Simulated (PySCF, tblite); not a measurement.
**C2H8F3P3Si: geometry, infrared bands and NMR shifts**

Wanted: the infrared bands and NMR shifts of C2H8F3P3Si (`CP(PP[SiH3])C(F)(F)F`), by calculation.

Programs: tblite 0.8.0 and PySCF 2.14.0, with density-fitted response routines of our own. Each step states its level of theory. These are calculated values for one molecule in the gas phase, unless marked as measured. Atoms are numbered from 0 throughout.

### 1 Starting geometry

17 atoms, charge 0, multiplicity 1; geometry from: force field or distance geometry start.

Bonds of the start (Å): C0–P1 1.85, P1–P2 2.18, P2–P3 2.18, P3–Si4 2.21, P1–C5 1.86, C5–F6 1.39, C5–F7 1.39, C5–F8 1.38, C0–H9 1.11, C0–H10 1.10, C0–H11 1.13, P2–H12 1.43, P3–H13 1.46, Si4–H14 1.47, Si4–H15 1.46, Si4–H16 1.48.

### 2 Optimising the geometry with GFN2-xTB

The job: settings as JSON, then the geometry in Å.

```
{"job": {"kind": "relax", "xc": "GFN2-xTB", "basis": "xTB"}, "charge": 0, "multiplicity": 1}
C     -2.572400     1.297100    -0.875900
P     -1.440500     0.420000     0.296600
P      0.490000     0.227100    -0.707500
P      2.135900     1.140400     0.384400
Si     3.730600    -0.374400     0.621100
C     -2.233700    -1.206500     0.721500
F     -3.612000    -1.056300     0.683300
F     -1.866900    -2.200000    -0.171800
F     -1.897000    -1.585300     2.007300
H     -1.940700     2.002500    -1.455600
H     -3.058300     0.538600    -1.508000
H     -3.333500     1.872400    -0.271600
H      0.754300    -1.072300    -1.233100
H      2.682200     2.177100    -0.481600
H      3.514500    -1.126500     1.859800
H      5.025000     0.300500     0.612400
H      3.615700    -1.342400    -0.491400
```

Run with:

```
OMP_NUM_THREADS=1 python probes_run.py task.json out
```

The driver reads the jobs from task.json and runs them one after another.

**Question.** This job is followed by: GFN2-xTB harmonic vibrations, gas phase; GIAO PBE0/pcSseg-1 NMR shielding, non-relativistic, gas phase. Predict these results of the whole session: strongest single infrared mode (GFN2-xTB); zero-point energy (GFN2-xTB); 13C shifts against TMS (PBE0/pcSseg-1); 1H shifts against TMS (PBE0/pcSseg-1, means over atoms taken as alike); 31P shifts against H3PO4 (PBE0/pcSseg-1); 29Si shifts against TMS (PBE0/pcSseg-1); 19F shifts against CFCl3 (PBE0/pcSseg-1, means over atoms taken as alike).

The runs gave:

| quantity | value |
| --- | --- |
| strongest single infrared mode (GFN2-xTB) | 742 cm⁻¹, 520 km/mol |
| zero-point energy (GFN2-xTB) | 59.2 kcal/mol |
| 13C shifts against TMS (PBE0/pcSseg-1) | 141.4, 8.2 ppm |
| 1H shifts against TMS (PBE0/pcSseg-1, means over atoms taken as alike) | 4.27, 2.96, 1.50, 1.25 ppm |
| 31P shifts against H3PO4 (PBE0/pcSseg-1) | -45.4, -165.0, -268.4 ppm |
| 29Si shifts against TMS (PBE0/pcSseg-1) | -75.9 ppm |
| 19F shifts against CFCl3 (PBE0/pcSseg-1, means over atoms taken as alike) | -74.2 ppm |

Over 170 steps the energy fell by 1.892 eV; of the close pairs, P3–H13 changed most, 1.457 to 1.390 Å. No mode is imaginary among the 45: a minimum at this level. The strongest single mode, at 742 cm⁻¹, moves mainly H14 and H15. Unscaled tight-binding wavenumbers are off by several per cent, some by more. Its intensities can rank the bands wrongly. At PBE0/pcSseg-1: The largest span, 209 ppm, is at P1, where the paramagnetic term is -604 ppm.
